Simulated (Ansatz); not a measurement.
# Ti2SiS: the cost of one run

Computed with Ansatz 0.2.0 (DFT PBE, scalar-relativistic, plane waves, PAW, unless a step's input says otherwise).

## Step 1: The starting structure

It takes space group P6_3/mmc (No. 194, hexagonal). Conventional cell: a = 3.122 Å, b = 3.122 Å, c = 14.240 Å, α = 90.00°, β = 90.00°, γ = 120.00°. Ti (site symmetry 3m) has 3 S at 2.13 Å and 3 Ti at 2.90 Å and 3 Si at 3.02 Å as nearest neighbours. Around Si (site symmetry -6m2) lie 6 Ti at 3.02 Å. S (site symmetry -3m) has 6 Ti at 2.13 Å as nearest neighbours.

Structure file:

```xyz
8
Lattice="3.1217 0.0000 0.0000 -1.5608 2.7034 0.0000 0.0000 0.0000 14.2399" Properties=species:S:1:pos:R:3 pbc="T T T"
Ti    1.5608    0.9011    5.9821
Ti    0.0000    1.8023    8.2578
Ti    0.0000    1.8023   13.1020
Ti    1.5608    0.9011    1.1379
Si    1.5608    0.9011   10.6799
Si    0.0000    1.8023    3.5600
S     0.0000    0.0000    0.0000
S     0.0000    0.0000    7.1200
```

Recipe of the guess: species swapped into a database cell of Ti2InN (P6_3/mmc, No. 194), with Si on the In sites and S on the N sites. Lengths come from tabulated atomic sizes and are only a guess.

## Step 2: A first look at the guess

input.yaml reads:

```yaml
crystal:
  lattice:
    - [3.1216686, 0.0, 0.0]
    - [-1.5608343, 2.70344431, 0.0]
    - [0.0, 0.0, 14.23990943]
  atoms:
    - { symbol: Ti, position: [0.66666667, 0.33333333, 0.42009223], spin: 1.0 }
    - { symbol: Ti, position: [0.33333333, 0.66666667, 0.57990777], spin: 1.0 }
    - { symbol: Ti, position: [0.33333333, 0.66666667, 0.92009223], spin: 1.0 }
    - { symbol: Ti, position: [0.66666667, 0.33333333, 0.07990777], spin: 1.0 }
    - { symbol: Si, position: [0.66666667, 0.33333333, 0.75] }
    - { symbol: Si, position: [0.33333333, 0.66666667, 0.25] }
    - { symbol: S, position: [0.0, 0.0, 0.0] }
    - { symbol: S, position: [0.0, 0.0, 0.5] }
basis:
  ecutwfc: 420
kpoints:
  mp_grid: { grid: [6, 6, 2] }
hamiltonian:
  xc: pbe
scf:
  occupations: { method: gaussian, width: 0.1 }
  lower_state_search: "off"
output:
  forces: true
  stress: true
  eigenvalues: true
  populations: true
magnetization:
  spin_polarized: true
```

The run is started by

```console
> ansatz run input.yaml --threads 1 --pin off --max-ram 2560MiB --backend cpu --events-out ev --progress --plain --runs-dir out
```

What time and memory should one allow on 1 thread of Arm Neoverse V1, shared host?

About 17 s, with a peak of 0.45 GiB.
